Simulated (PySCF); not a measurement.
# Cl3FSi (trichlorofluorosilane): the cost of one run

Programs: PySCF 2.14.0, with density-fitted response routines of our own. Each step states its level of theory. These are calculated values for one molecule in the gas phase, unless marked as measured. Atoms are numbered from 0 throughout.

## Step 1: The molecule as given

5 atoms, charge 0, multiplicity 1; geometry from: PBE0-D3(BJ)/def2-SVP.

Bonds of the start (Å): F0–Si1 1.60, Si1–Cl2 2.03, Si1–Cl3 2.03, Si1–Cl4 2.03.

## Step 2: Nuclear shieldings: PBE0/6-31G*

The job: settings as JSON, then the geometry in Å.

```
{"job": {"kind": "nmr", "xc": "PBE0", "basis": "6-31G*", "pop": true}, "charge": 0, "multiplicity": 1}
F      0.070725    -0.009080     1.567582
Si     0.098119    -0.019736    -0.034246
Cl     1.922657    -0.663905    -0.633497
Cl    -0.244009     1.866541    -0.692597
Cl    -1.347050    -1.279956    -0.688117
```

Level: GIAO PBE0/6-31G* NMR shielding, non-relativistic, gas phase.

The run is started by

```bash
> OMP_NUM_THREADS=1 python probes_run.py task.json out
```

This one command runs all jobs of the session in turn.

**Question.** How long does this first job take on 1 thread of Arm Neoverse V1, shared host, and how much memory does it need?

About 6.1 s, with a peak of 0.44 GiB.
